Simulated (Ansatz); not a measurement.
**CoF+ (quartet): from Hartree-Fock to the top rungs, def2-SVP**

An exercise on one series of results from a longer session: the logs are not shown, and one member is left open.

Program: Ansatz 0.2.0, Gaussian basis. Level of theory: def2-SVP, core rule «outside noble gas», up to 10 orbitals frozen. These are calculated values, not measurements.

The runs, in order: UHF; CCSD(T) on ROHF; CCSD(T) on UHF; CISD; CCSDT(Q) on ROHF; CCSDT(Q) on UHF.

21 further runs of the same task are left out: 4 for a known fault of the program, 9 that didn't finish, 8 set aside as unsound or not needed.

### The geometry

The geometry is a PBE0/def2-TZVP stationary point (not a proven minimum) of the parent state, kept for this charge and spin.

2 atoms, charge 1, spin multiplicity 4.

Atoms are counted from 1 here; the program's logs count them from 0.

Bond lengths: Co1–F2 1.746 Å.

Set-up of the first run:

in.yaml reads:

```yaml
crystal:
  periodic: [false, false, false]
  atoms:
    - {symbol: Co, position_ang: [0.000000, 0.000000, 0.000000]}
    - {symbol: F, position_ang: [0.000000, 0.000000, 1.746400]}
basis:
  gaussian: {orbitals: def2-SVP}
total_charge: 1
magnetization: {spin_polarized: true, initial_magnetization: 3}
hamiltonian: {xc: hf}
output: {orbitals: {seedname: orbitals}}
```

Started as:

```console
$ ansatz run in.yaml --threads 1 --pin off --events-out ev --progress --plain --max-ram 2393MiB
```

Steps of the session up to this table: UHF; CCSD(T) on ROHF; CCSD(T) on UHF; CISD; CCSDT(Q) on ROHF; CCSDT(Q) on UHF.

One of the session's tables, all rows but one given; the rest of the session is left out.

It belongs to the step «Misses and costs». 

```
   method  from RCCSDT(Q) (meV)
     ROHF               +9477.9
      UHF               +9308.9
     RMP2                +505.4
     UMP2                +382.2
     CISD                +879.0
    RCCSD                +288.0
    UCCSD                +201.1
 RCCSD(T)                     ?
 UCCSD(T)                  -5.8
   RCCSDT                 +23.1
   UCCSDT                 -42.1
RCCSDT(Q)                     0
UCCSDT(Q)                 -74.2
```

Q: Estimate the row for RCCSD(T) from the others.

The run gave: from RCCSDT(Q) (meV): +80.8. In the column «from RCCSDT(Q) (meV)» it lies between RCCSDT (+23.1) and UCCSD (+201.1).

Caveats from the session: Restricted and unrestricted rows rest on different reference determinants; where their highest levels disagree by more than a few hundredths of an eV, they describe different states and don't form one ladder.
